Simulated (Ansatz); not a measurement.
# Os-Au random alloys: a few random alloy cells with their mixing energies

Program: Ansatz 0.2.0 through its Python package.

`random_alloy_os.py`:
```python
"""Random Os-Au cells of 8 mixed sites, after relaxing atoms and volume at fixed cell shape."""

from collections import Counter

import ansatz as az
import numpy as np


def fcc(a_site, a):
    return (
        az.Lattice.fcc(a)
        .space_group(225)
        .atom(a_site, [0, 0, 0])
        .primitive()
    )

A_FIRST, A_LAST = 3.82, 4.07


def ground_state(name, crystal):
    calc = (
        crystal.calculation()
        .functional("PBEsol")
        .basis(320)
        .scf(tolerance=1e-09, max_iterations=150, algorithm="density_mixing")
        .kpoints(spacing=0.39)
        .occupations("gaussian", width=0.1)
        .band_table()
    )
    calc = calc.relax(force_tolerance=0.02, fix_cell=["shape"])
    return calc.run(threads=1)


def volume_per_atom(outcome):
    return abs(np.linalg.det(outcome.lattice.cell_ang)) / len(outcome.lattice.sites)


def counts(outcome):
    return Counter(site.symbol for site in outcome.lattice.sites)

phases = {"Os": fcc("Os", A_FIRST), "Au": fcc("Au", A_LAST)}
for k in [3]:
    a = A_FIRST + (A_LAST - A_FIRST) * k / 8
    supercell = fcc("Os", a).supercell(2).resolved()
    for seed in [65]:
        drawn = supercell.site_disorder().occupy("Os", Os=8 - k, Au=k).random(seed=seed)
        phases[f"Os{8 - k}Au{k} seed {seed}"] = drawn.crystal

done = {name: ground_state(name, crystal) for name, crystal in phases.items()}

# mixing quantities against the straight line between the end members, both on this lattice
x = {name: counts(o)["Au"] / (counts(o)["Os"] + counts(o)["Au"]) for name, o in done.items()}
first, last = min(x, key=x.get), max(x, key=x.get)
energy = {name: o.report["energy_sigma0_ev"] / len(o.lattice.sites) for name, o in done.items()}
volume = {name: volume_per_atom(o) for name, o in done.items()}
rows = []
for name in sorted(done, key=x.get):
    line = lambda table: (1 - x[name]) * table[first] + x[name] * table[last]
    rows.append((name, x[name], 1000 * (energy[name] - line(energy)), volume[name], 100 * (volume[name] / line(volume) - 1)))
print("| cell | x(Au) | E_mix (meV/atom) | V (A^3/atom) | excess V (%) |")
print("| --- | --- | --- | --- | --- |")
for row in rows:
    print(f"| {row[0]} | {row[1]:.3f} | {row[2]:+.1f} | {row[3]:.3f} | {row[4]:+.2f} |")
```

```console
$ python random_alloy_os.py
DeckWarning: basis.ecutwfc = 320 eV is below the records' recommended 420 eV, and the density's cutoff is lower with it unless basis.ecutrho_ratio is high enough to keep the records' density cutoff: compare with a run at a higher cutoff
DeckWarning: relax.cell: scf.convergence.dr2_threshold = 1e-9 eV is looser than the 1e-10 eV advised for a relaxation that steers and ends on the stress (1e-10 eV for each atom of the cell: 1). What [...]
DeckWarning: relax.cell: scf.convergence.dr2_threshold = 1e-9 eV is looser than the 8e-10 eV advised for a relaxation that steers and ends on the stress (1e-10 eV for each atom of the cell: 8). What [...]
| cell | x(Au) | E_mix (meV/atom) | V (A^3/atom) | excess V (%) |
| --- | --- | --- | --- | --- |
| Os | 0.000 | +0.0 | 13.928 | +0.00 |
| Os5Au3 seed 65 | 0.375 | +576.6 | 14.875 | -1.26 |
| Au | 1.000 | +0.0 | 16.961 | +0.00 |
```
(Warnings from the package without file and line, shortened.)

These settings explore the input space; cutoff and mesh may be short of convergence. The cutoff lies under the one recommended for these potentials. Atoms and volume are relaxed with the cell's shape held, which in cells of lower than cubic symmetry can hide stresses and shift volumes. Spin-orbit coupling, which matters for elements this heavy, is left out. Cells of eight mixed sites are far from the random limit, and both end members stand on the same lattice, which need not be their own. Differences under about 40 meV an atom lie within the error of mesh and functional. The cells are prototypes set up for this calculation and needn't exist. The whole script took 34 s on 1 thread of Intel(R) Xeon(R) 6975P-C (Granite Rapids), on a shared host, peak memory 0.54 GiB.
